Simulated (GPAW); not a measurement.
# As2Se (I4_1/amd) in GPAW: a series of runs

The runs below take As2Se through relaxation of cell and atoms, with PBEsol, PBEsol+D3, PBEsol+D3(BJ).

All numbers are computed with GPAW 26.7.0; they aren't measurements. Logs are shortened: lines on timing, memory, paths and dates and some standing lists are left out, and cuts for length are marked. The log counts tension as positive stress, the text compression.

### Step 1. The structure

It takes space group I4_1/amd (No. 141, tetragonal). Conventional cell: a = 7.059 Å, b = 7.059 Å, c = 5.307 Å, α = 90.00°, β = 90.00°, γ = 90.00°. Se (site symmetry -4m2) has 4 As at 2.66 Å as nearest neighbours. As (site symmetry 2/m) is surrounded by 2 Se at 2.66 Å and 4 As at 2.83 Å.

The cell comes from a database or a generator and needn't be the stable form of this composition.

### Step 2. Relaxation of cell and atoms, PBEsol

run.py

```python
from ase import Atoms
from ase.filters import FrechetCellFilter
from ase.io import write
from ase.optimize import BFGS
from gpaw import GPAW, PW, setup_paths

setup_paths.insert(0, '.')

atoms = Atoms(['Se', 'Se', 'As', 'As', 'As', 'As'],
              cell=[[-3.529418, 3.529418, 2.653571],
                    [3.529418, -3.529418, 2.653571],
                    [3.529418, 3.529418, -2.653571]],
              scaled_positions=[[0.25, 0.75, 0.5],
                                [0.5, 0.5, 0.0],
                                [0.875, 0.125, 0.25],
                                [0.875, 0.625, 0.75],
                                [0.375, 0.125, 0.25],
                                [0.875, 0.125, 0.75]],
              pbc=True)

calc = GPAW(mode=PW(600),
            xc='PBEsol',
            kpts={'size': (5, 5, 5), 'gamma': True},
            occupations={'name': 'fermi-dirac', 'width': 0.05},
            nbands=30,
            convergence={'density': 1e-05, 'forces': 0.0001},
            maxiter=150,
            txt='gpaw.txt')
atoms.calc = calc
opt = BFGS(FrechetCellFilter(atoms), trajectory='relax.traj', logfile='-')
done = opt.run(fmax=0.02, steps=60)
calc.write('gs.gpw')
write('result.traj', atoms)
print('Converged:', done)
print('Cell:', atoms.cell.cellpar().round(4))
print('Volume:', round(atoms.get_volume(), 4))
print(atoms.get_scaled_positions().round(5))
```

Potentials or basis: PAW data sets generated in the run's folder for this functional, pw.

Launch:

```console
> gpaw-setup -f PBEsol As Se
> OMP_NUM_THREADS=1 python run.py
```

gpaw.txt:

```text
__  _  _
 | _ |_)|_||  |
 |__||  | ||/\| - 26.7.0

Input parameters:
  mode=PW(ecut=600.0),
  convergence={'density': 1e-05, 'forces': 0.0001},
  kpts=MonkhorstPack(size=(5, 5, 5), gamma=True),
  maxiter=150,
  nbands=30,
  occupations=Occupations(name='fermi-dirac', width=0.05),
  xc=XC(name='PBEsol')

Diagonalizing LCAO Hamiltonian
Converting LCAO to pw mode

          As   As As
            Se
             As
                    Se

Atoms  # Å, Bohr magnetons
|   | symbol |         x |        y |        z |    initial magnetic moments |
|---|--------|-----------|----------|----------|-----------------------------|
| 0 |     Se |  3.529418 | 0.000000 | 1.326785 | ( 0.0000,  0.0000,  0.0000) |
| 1 |     Se |  0.000000 | 0.000000 | 2.653571 | ( 0.0000,  0.0000,  0.0000) |
| 2 |     As | -1.764709 | 3.529418 | 1.990178 | ( 0.0000,  0.0000,  0.0000) |
| 3 |     As |  1.764709 | 3.529418 | 1.990178 | ( 0.0000,  0.0000,  0.0000) |
| 4 |     As | -0.000000 | 1.764709 | 0.663393 | ( 0.0000,  0.0000,  0.0000) |
| 5 |     As | -0.000000 | 5.294127 | 0.663393 | ( 0.0000,  0.0000,  0.0000) |

Unit cell  # Å
| periodic |         x |         y |         z |  lengths |     angles |
|----------|-----------|-----------|-----------|----------|------------|
|      yes | -3.529418 |  3.529418 |  2.653571 | 5.652877 | 102.729867 |
|      yes |  3.529418 | -3.529418 |  2.653571 | 5.652877 | 102.729867 |
|      yes |  3.529418 |  3.529418 | -2.653571 | 5.652877 | 124.006753 |
[... 198 lines left out ...]
|         22 |        11.818 |     0.000 |
|         23 |        11.818 |     0.000 |
|        ... |               |           |
|         29 |        15.781 |     0.000 |

No gap
No difference between direct/indirect transitions

Stress tensor  # eV/Ang^3
|         x |        y |         z |
|-----------|----------|-----------|
|  0.019169 | 0.000000 | -0.000000 |
|  0.000000 | 0.019169 |  0.000000 |
| -0.000000 | 0.000000 |  0.020255 |

Forces  # eV/Ang
|        x |        y |        z |
|----------|----------|----------|
| -0.00000 |  0.00000 | -0.00000 |  # Se   0
|  0.00000 | -0.00000 |  0.00000 |  # Se   1
| -0.00001 | -0.00000 |  0.00001 |  # As   2
|  0.00001 | -0.00000 |  0.00001 |  # As   3
| -0.00000 | -0.00001 | -0.00001 |  # As   4
| -0.00000 |  0.00001 | -0.00001 |  # As   5
[... 466 lines left out ...]
|         22 |        12.673 |     0.000 |
|         23 |        12.673 |     0.000 |
|        ... |               |           |
|         29 |        16.628 |     0.000 |

No gap
No difference between direct/indirect transitions

Stress tensor  # eV/Ang^3
|        x |        y |         z |
|----------|----------|-----------|
| 0.001084 | 0.000000 |  0.000000 |
| 0.000000 | 0.001084 |  0.000000 |
| 0.000000 | 0.000000 | -0.005060 |

Forces  # eV/Ang
|        x |        y |        z |
|----------|----------|----------|
| -0.00000 |  0.00000 | -0.00000 |  # Se   0
|  0.00000 | -0.00000 |  0.00000 |  # Se   1
|  0.00001 |  0.00000 |  0.00002 |  # As   2
| -0.00001 |  0.00000 |  0.00002 |  # As   3
| -0.00000 |  0.00001 | -0.00002 |  # As   4
| -0.00000 | -0.00001 | -0.00002 |  # As   5
[... 219 lines left out ...]
|         22 |        12.634 |     0.000 |
|         23 |        12.634 |     0.000 |
|        ... |               |           |
|         29 |        16.589 |     0.000 |

No gap
No difference between direct/indirect transitions

Stress tensor  # eV/Ang^3
|        x |        y |         z |
|----------|----------|-----------|
| 0.001970 | 0.000000 |  0.000000 |
| 0.000000 | 0.001970 |  0.000000 |
| 0.000000 | 0.000000 | -0.003675 |

Forces  # eV/Ang
|        x |        y |        z |
|----------|----------|----------|
|  0.00000 | -0.00000 |  0.00000 |  # Se   0
| -0.00000 | -0.00000 | -0.00000 |  # Se   1
|  0.00004 | -0.00000 |  0.00003 |  # As   2
| -0.00004 | -0.00000 |  0.00003 |  # As   3
| -0.00000 |  0.00004 | -0.00003 |  # As   4
| -0.00000 | -0.00004 | -0.00003 |  # As   5
[... 170 lines left out ...]
SCF iterations
|iter     | |      energy | eigst |  dens |force |
|---------|-|-------------|-------|-------|------|
|iter:   1| |  -27.890913 | -4.62 |       |      |
|iter:   2| |  -27.890905 | -7.08 | -3.11 |      |
|iter:   3| |  -27.890851c| -6.31 | -3.14 |      |
|iter:   4| |  -27.890849c| -7.27 | -3.84 |      |
|iter:   5| |  -27.890848c| -7.75c| -4.59 |      |
|iter:   6| |  -27.890848c| -8.12c| -5.37c|      |
|iter:   7| |  -27.890848c| -8.62c| -5.58c|-3.73 |
|iter:   8| |  -27.890848c| -8.97c| -5.96c|-4.46c|

Converged in 8 steps
Energy contributions relative to reference atoms: (reference = -377954.435527)

Energy contributions:
  Kinetic:          39.047452
  Coulomb:         -37.839050
  Zero:             -0.053948
  External:          0.000000
  Xc:              -29.041374
  Entropy:          -0.007856
  Spinorbit:         0.000000
  ----------------------------
  Free energy:     -27.894776
  Extrapolated:    -27.890848
[... 23 lines left out ...]
|         22 |        12.619 |     0.000 |
|         23 |        12.619 |     0.000 |
|        ... |               |           |
|         29 |        16.575 |     0.000 |

No gap
No difference between direct/indirect transitions

Stress tensor  # eV/Ang^3
|         x |        y |         z |
|-----------|----------|-----------|
|  0.002289 | 0.000000 | -0.000000 |
|  0.000000 | 0.002289 |  0.000000 |
| -0.000000 | 0.000000 | -0.002940 |

Forces  # eV/Ang
|        x |        y |        z |
|----------|----------|----------|
|  0.00000 | -0.00000 |  0.00000 |  # Se   0
|  0.00000 |  0.00000 | -0.00000 |  # Se   1
|  0.00001 |  0.00000 |  0.00001 |  # As   2
| -0.00001 | -0.00000 |  0.00001 |  # As   3
| -0.00000 |  0.00001 | -0.00001 |  # As   4
| -0.00000 | -0.00001 | -0.00001 |  # As   5
[... 170 lines left out ...]
SCF iterations
|iter     | |      energy | eigst |  dens |force |
|---------|-|-------------|-------|-------|------|
|iter:   1| |  -27.892300 | -3.47 |       |      |
|iter:   2| |  -27.892232 | -6.15 | -2.54 |      |
|iter:   3| |  -27.891728c| -5.42 | -2.57 |      |
|iter:   4| |  -27.891704c| -6.43 | -3.23 |      |
|iter:   5| |  -27.891704c| -7.48c| -4.11 |      |
|iter:   6| |  -27.891704c| -7.69c| -4.50 |      |
|iter:   7| |  -27.891704c| -8.25c| -5.01c|      |
|iter:   8| |  -27.891704c| -8.72c| -5.50c|-3.62 |
|iter:   9| |  -27.891704c| -9.10c| -5.83c|-4.21c|

Converged in 9 steps
Energy contributions relative to reference atoms: (reference = -377954.435527)

Energy contributions:
  Kinetic:          38.331279
  Coulomb:         -37.257525
  Zero:             -0.053217
  External:          0.000000
  Xc:              -28.908216
  Entropy:          -0.008050
  Spinorbit:         0.000000
  ----------------------------
  Free energy:     -27.895729
  Extrapolated:    -27.891704
[... 23 lines left out ...]
|         22 |        12.596 |     0.000 |
|         23 |        12.596 |     0.000 |
|        ... |               |           |
|         29 |        16.551 |     0.000 |

No gap
No difference between direct/indirect transitions

Stress tensor  # eV/Ang^3
|         x |         y |         z |
|-----------|-----------|-----------|
|  0.002798 | -0.000000 | -0.000000 |
| -0.000000 |  0.002798 | -0.000000 |
| -0.000000 | -0.000000 | -0.000614 |

Forces  # eV/Ang
|        x |        y |        z |
|----------|----------|----------|
|  0.00000 | -0.00000 |  0.00000 |  # Se   0
| -0.00000 |  0.00000 | -0.00000 |  # Se   1
| -0.00003 |  0.00000 | -0.00003 |  # As   2
|  0.00003 | -0.00000 | -0.00003 |  # As   3
|  0.00000 | -0.00003 |  0.00003 |  # As   4
|  0.00000 |  0.00003 |  0.00003 |  # As   5
[... 220 lines left out ...]
|         22 |        12.611 |     0.000 |
|         23 |        12.611 |     0.000 |
|        ... |               |           |
|         29 |        16.567 |     0.000 |

No gap
No difference between direct/indirect transitions

Stress tensor  # eV/Ang^3
|         x |         y |         z |
|-----------|-----------|-----------|
|  0.002404 | -0.000000 | -0.000000 |
| -0.000000 |  0.002404 | -0.000000 |
| -0.000000 | -0.000000 |  0.000983 |

Forces  # eV/Ang
|        x |        y |        z |
|----------|----------|----------|
|  0.00000 |  0.00000 |  0.00000 |  # Se   0
|  0.00000 | -0.00000 | -0.00000 |  # Se   1
| -0.00008 | -0.00000 | -0.00007 |  # As   2
|  0.00008 | -0.00000 | -0.00007 |  # As   3
|  0.00000 | -0.00008 |  0.00007 |  # As   4
|  0.00000 |  0.00008 |  0.00007 |  # As   5
[... 220 lines left out ...]
|         22 |        12.668 |     0.000 |
|         23 |        12.668 |     0.000 |
|        ... |               |           |
|         29 |        16.624 |     0.000 |

No gap
No difference between direct/indirect transitions

Stress tensor  # eV/Ang^3
|         x |         y |         z |
|-----------|-----------|-----------|
|  0.001095 | -0.000000 | -0.000000 |
| -0.000000 |  0.001095 | -0.000000 |
| -0.000000 | -0.000000 |  0.001220 |

Forces  # eV/Ang
|        x |        y |        z |
|----------|----------|----------|
|  0.00000 |  0.00000 | -0.00000 |  # Se   0
|  0.00000 | -0.00000 |  0.00000 |  # Se   1
| -0.00010 | -0.00000 | -0.00010 |  # As   2
|  0.00010 | -0.00000 | -0.00010 |  # As   3
|  0.00000 | -0.00010 |  0.00010 |  # As   4
|  0.00000 |  0.00010 |  0.00010 |  # As   5
[... 170 lines left out ...]
SCF iterations
|iter     | |      energy | eigst |  dens |force |
|---------|-|-------------|-------|-------|------|
|iter:   1| |  -27.893696 | -3.95 |       |      |
|iter:   2| |  -27.893633 | -6.32 | -2.72 |      |
|iter:   3| |  -27.893249c| -5.36 | -2.75 |      |
|iter:   4| |  -27.893236c| -6.39 | -3.51 |      |
|iter:   5| |  -27.893233c| -7.42c| -4.05 |      |
|iter:   6| |  -27.893233c| -8.08c| -4.35 |      |
|iter:   7| |  -27.893233c| -8.64c| -5.06c|      |
|iter:   8| |  -27.893233c| -9.17c| -5.54c|-3.72 |
|iter:   9| |  -27.893233c| -9.56c| -5.91c|-4.52c|

Converged in 9 steps
Energy contributions relative to reference atoms: (reference = -377954.435527)

Energy contributions:
  Kinetic:          39.196237
  Coulomb:         -37.928032
  Zero:             -0.053835
  External:          0.000000
  Xc:              -29.103331
  Entropy:          -0.008545
  Spinorbit:         0.000000
  ----------------------------
  Free energy:     -27.897506
  Extrapolated:    -27.893233
[... 23 lines left out ...]
|         22 |        12.707 |     0.000 |
|         23 |        12.707 |     0.000 |
|        ... |               |           |
|         29 |        16.663 |     0.000 |

No gap
No difference between direct/indirect transitions

Stress tensor  # eV/Ang^3
|         x |         y |         z |
|-----------|-----------|-----------|
|  0.000196 | -0.000000 | -0.000000 |
| -0.000000 |  0.000196 |  0.000000 |
| -0.000000 |  0.000000 |  0.000446 |

Forces  # eV/Ang
|        x |        y |        z |
|----------|----------|----------|
| -0.00000 |  0.00000 | -0.00000 |  # Se   0
|  0.00000 | -0.00000 |  0.00000 |  # Se   1
| -0.00009 |  0.00000 | -0.00008 |  # As   2
|  0.00009 |  0.00000 | -0.00008 |  # As   3
|  0.00000 | -0.00009 |  0.00008 |  # As   4
|  0.00000 |  0.00009 |  0.00008 |  # As   5

# Writing to gs.gpw (mode='')
```

Wall time 2.5 min (1 thread of Intel Xeon 6975P-C (Granite Rapids), shared host); peak memory 0.29 GiB.

Results:

* Free energy: -27.8975 eV
* Relaxed volume: 21.08 Å³/atom
* Relaxed cell: a = 5.562 Å, b = 5.562 Å, c = 5.562 Å, α = 102.99°, β = 102.99°, γ = 123.40°
* Space group after relaxing (to 0.05 Å): I4_1/amd (No. 141)
* Energy gained by relaxing: 9.6 meV/atom
* Ionic steps: 9
* Pressure after relaxing: 0.0 GPa
* Band gap on the k mesh: none (metal or under the smearing width)

The path:
```tsv
step	energy change (eV)	largest force (eV/Å)	pressure (GPa)	volume (Å³)
1	0.0000	0.0000	-3.13	132.22
2	-0.0076	0.0000	-2.92	131.81
3	-0.0546	0.0000	0.15	126.55
4	-0.0549	0.0001	-0.01	126.80
5	-0.0551	0.0000	-0.09	126.90
6	-0.0560	0.0000	-0.27	127.09
7	-0.0568	0.0001	-0.31	127.04
8	-0.0574	0.0001	-0.18	126.73
9	-0.0575	0.0001	-0.04	126.49
```

Final structure:
```
Se As
1.0
    -3.46294    3.46294    2.63698
     3.46294   -3.46294    2.63698
     3.46294    3.46294   -2.63698
Se As
2 4
Direct
  0.25000 0.75000 0.50000
  0.50000 0.50000 0.00000
  0.87500 0.12500 0.25000
  0.87500 0.62500 0.75000
  0.37500 0.12500 0.25000
  0.87500 0.12500 0.75000
```

Caveat: later steps reuse the first step's grids.

### Step 3. Relaxation of cell and atoms, PBEsol+D3

run.py: that of step 2 with these lines changed.

```diff
@@ -1,2 +1,3 @@
 from ase import Atoms
+from ase.calculators.mixing import SumCalculator
 from ase.filters import FrechetCellFilter
@@ -4,2 +5,3 @@
 from ase.optimize import BFGS
+from dftd3.ase import DFTD3
 from gpaw import GPAW, PW, setup_paths
@@ -28,3 +30,3 @@
             txt='gpaw.txt')
-atoms.calc = calc
+atoms.calc = SumCalculator([calc, DFTD3(method='pbesol', damping='d3zero')])
 opt = BFGS(FrechetCellFilter(atoms), trajectory='relax.traj', logfile='-')
```

Potentials or basis: PAW data sets generated in the run's folder for this functional, pw.

Launch:

```console
> gpaw-setup -f PBEsol As Se
> OMP_NUM_THREADS=1 python run.py
```

Wall time 2.5 min (1 thread of Intel Xeon 6975P-C (Granite Rapids), shared host); peak memory 0.31 GiB.

Results (log left out):

| Quantity | Value |
| --- | --- |
| Free energy | -29.1930 eV |
| Relaxed volume | 20.73 Å³/atom |
| Relaxed cell | a = 5.529 Å, b = 5.529 Å, c = 5.529 Å, α = 103.07°, β = 103.07°, γ = 123.20° |
| Space group after relaxing (to 0.05 Å) | I4_1/amd (No. 141) |
| Energy gained by relaxing | 18.8 meV/atom |
| Ionic steps | 9 |
| Pressure after relaxing | 0.0 GPa |
| Band gap on the k mesh | none (metal or under the smearing width) |
| Dispersion energy per atom | -0.217 eV |

Step by step:
```csv
step,energy change (eV),largest force (eV/Å),pressure (GPa),volume (Å³)
1,0.0000,0.0000,-4.44,132.22
2,-0.0154,0.0000,-4.15,131.64
3,-0.1077,0.0000,0.32,124.33
4,-0.1084,0.0000,-0.02,124.81
5,-0.1087,0.0000,-0.08,124.89
6,-0.1111,0.0000,-0.37,125.15
7,-0.1124,0.0000,-0.34,124.97
8,-0.1130,0.0001,-0.13,124.56
9,-0.1131,0.0001,-0.02,124.40
```

Final structure:
```
Se As
1.0
    -3.43908    3.43908    2.62947
     3.43908   -3.43908    2.62947
     3.43908    3.43908   -2.62947
Se As
2 4
Direct
  0.25000 0.75000 0.50000
  0.50000 0.50000 0.00000
  0.87500 0.12500 0.25000
  0.87500 0.62500 0.75000
  0.37500 0.12500 0.25000
  0.87500 0.12500 0.75000
```

Levels at points of the mesh, in eV from the Fermi level:
```
           k point  band 13  band 14  band 15  band 16  band 17  band 18  band 19  band 20
(0.00, 0.00, 0.00)    -2.96    -2.96    -2.96    -0.95     2.47     3.20     3.20     3.27
```

Caveat: later steps reuse the first step's grids; pairwise dispersion overbinds metals, which lowers pressure and volume.

### Step 4. Relaxation of cell and atoms, PBEsol+D3(BJ)

run.py: that of step 3 with these lines changed.

```diff
@@ -30,3 +30,3 @@
             txt='gpaw.txt')
-atoms.calc = SumCalculator([calc, DFTD3(method='pbesol', damping='d3zero')])
+atoms.calc = SumCalculator([calc, DFTD3(method='pbesol', damping='d3bj')])
 opt = BFGS(FrechetCellFilter(atoms), trajectory='relax.traj', logfile='-')
```

Launch:

```console
> gpaw-setup -f PBEsol As Se
> OMP_NUM_THREADS=1 python run.py
```

Wall time 2.3 min (1 thread of Intel Xeon 6975P-C (Granite Rapids), shared host); peak memory 0.34 GiB.

Results (log left out):

- Free energy: -30.1545 eV
- Relaxed volume: 20.28 Å³/atom
- Relaxed cell: a = 5.482 Å, b = 5.482 Å, c = 5.482 Å, α = 103.30°, β = 103.30°, γ = 122.69°
- Space group after relaxing (to 0.05 Å): I4_1/amd (No. 141)
- Energy gained by relaxing: 33.4 meV/atom
- Ionic steps: 8
- Pressure after relaxing: 0.0 GPa
- Band gap on the k mesh: none (metal or under the smearing width)
- Dispersion energy per atom: -0.384 eV

Step by step:
| step | energy change (eV) | largest force (eV/Å) | pressure (GPa) | volume (Å³) |
| --- | --- | --- | --- | --- |
| 1 | 0.0000 | 0.0000 | -5.75 | 132.22 |
| 2 | -0.0259 | 0.0000 | -5.40 | 131.47 |
| 3 | -0.1864 | 0.0000 | 0.62 | 121.58 |
| 4 | -0.1885 | 0.0000 | -0.06 | 122.49 |
| 5 | -0.1892 | 0.0000 | -0.10 | 122.52 |
| 6 | -0.1988 | 0.0000 | -0.43 | 122.46 |
| 7 | -0.2002 | 0.0000 | -0.21 | 121.98 |
| 8 | -0.2004 | 0.0001 | -0.02 | 121.67 |

Final structure:
```
Se As
1.0
    -3.40150    3.40150    2.62897
     3.40150   -3.40150    2.62897
     3.40150    3.40150   -2.62897
Se As
2 4
Direct
  0.25000 0.75000 0.50000
  0.50000 0.50000 0.00000
  0.87500 0.12500 0.25000
  0.87500 0.62500 0.75000
  0.37500 0.12500 0.25000
  0.87500 0.12500 0.75000
```

Levels at points of the mesh, in eV from the Fermi level:
```tsv
k point	band 14	band 15	band 16	band 17	band 18	band 19
(0.00, 0.00, 0.00)	-2.96	-2.96	-0.88	2.51	3.25	3.28
```

Caveat: later steps reuse the first step's grids; pairwise dispersion overbinds metals, which lowers pressure and volume.

### Step 5. The runs side by side

| level | gap on the mesh (eV) | pressure (GPa) | relaxed volume (Å³/atom) |
| --- | --- | --- | --- |
| PBEsol | none | 0.0 | 21.08 |
| PBEsol+D3 | none | 0.0 | 20.73 |
| PBEsol+D3(BJ) | none | 0.0 | 20.28 |

Alike in all rows: task relaxation of cell and atoms; potentials or basis PAW data sets generated in the run's folder for this functional, pw; no spin polarisation; cell relaxed; k mesh 5 × 5 × 5; cutoff (eV) 600; smearing fermi-dirac 0.05 eV.

Caveats: later steps reuse the first step's grids; pairwise dispersion overbinds metals, which lowers pressure and volume (some runs).

Total energies depend on the potentials used, so only differences within one code and one set of settings carry meaning.
